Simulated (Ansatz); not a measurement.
# AlAuC4N4: the cost of one run

Computed with Ansatz 0.2.0 (DFT PBE, scalar-relativistic, plane waves, PAW, unless a step's input says otherwise).

1 further run of the same task is left out (it didn't finish). Runs told in other sessions of the task aren't counted.

### 1 The structure to begin with

Symmetry: P-43m, No. 215, cubic system. Conventional cell: a = 5.834 Å, b = 5.834 Å, c = 5.834 Å, α = 90.00°, β = 90.00°, γ = 90.00°. Al (site symmetry -43m) has 4 C at 1.88 Å in its first shell of neighbours. Around C (site symmetry 3m) lie 1 N at 1.17 Å and 1 Al at 1.88 Å. Au (site symmetry -43m) has 4 N at 2.01 Å in its first shell of neighbours. Around N (site symmetry 3m) lie 1 C at 1.17 Å and 1 Au at 2.01 Å.

As a file:

```cif
data_structure
_symmetry_space_group_name_H-M 'P-43m'
_symmetry_Int_Tables_number 215
_cell_length_a 5.8341
_cell_length_b 5.8341
_cell_length_c 5.8341
_cell_angle_alpha 90.000
_cell_angle_beta 90.000
_cell_angle_gamma 90.000
_cell_volume 198.58
loop_
_atom_site_label
_atom_site_type_symbol
_atom_site_symmetry_multiplicity
_atom_site_Wyckoff_symbol
_atom_site_fract_x
_atom_site_fract_y
_atom_site_fract_z
_atom_site_occupancy
Al1 Al 1 a 0.00000 0.00000 0.00000 1
C1 C 4 e 0.18555 0.18555 0.18555 1
Au1 Au 1 b 0.50000 0.50000 0.50000 1
N1 N 4 e 0.30134 0.30134 0.30134 1
```

Recipe of the guess: two interpenetrating cyanide-bridged diamond nets (P-43m, No. 215). The dimensions are guesses.

### 2 Probe: one point on a coarse mesh

input.yaml

```yaml
crystal:
  lattice:
    - [5.83412447, 0.0, 0.0]
    - [0.0, 5.83412447, 0.0]
    - [0.0, 0.0, 5.83412447]
  atoms:
    - { symbol: Al, position: [0.0, 0.0, 0.0] }
    - { symbol: C, position: [0.18555171, 0.18555171, 0.18555171] }
    - { symbol: C, position: [0.18555171, 0.81444829, 0.81444829] }
    - { symbol: C, position: [0.81444829, 0.18555171, 0.81444829] }
    - { symbol: C, position: [0.81444829, 0.81444829, 0.18555171] }
    - { symbol: Au, position: [0.5, 0.5, 0.5] }
    - { symbol: "N", position: [0.30133597, 0.30133597, 0.30133597] }
    - { symbol: "N", position: [0.30133597, 0.69866403, 0.69866403] }
    - { symbol: "N", position: [0.69866403, 0.30133597, 0.69866403] }
    - { symbol: "N", position: [0.69866403, 0.69866403, 0.30133597] }
basis:
  ecutwfc: 420
kpoints:
  mp_grid: { grid: [4, 4, 4] }
hamiltonian:
  xc: pbe
scf:
  occupations: { method: gaussian, width: 0.1 }
  lower_state_search: "off"
output:
  forces: true
  stress: true
  eigenvalues: true
```

On the command line:

```console
$ ansatz run input.yaml --threads 1 --pin off --max-ram 2560MiB --backend cpu --events-out ev --progress --plain --runs-dir out
```

**Question.** How long does this run take on 1 thread of Intel Xeon Platinum 8488C (Sapphire Rapids), shared host, and how much memory does it need?

About 4.1 s, with a peak of 0.44 GiB.
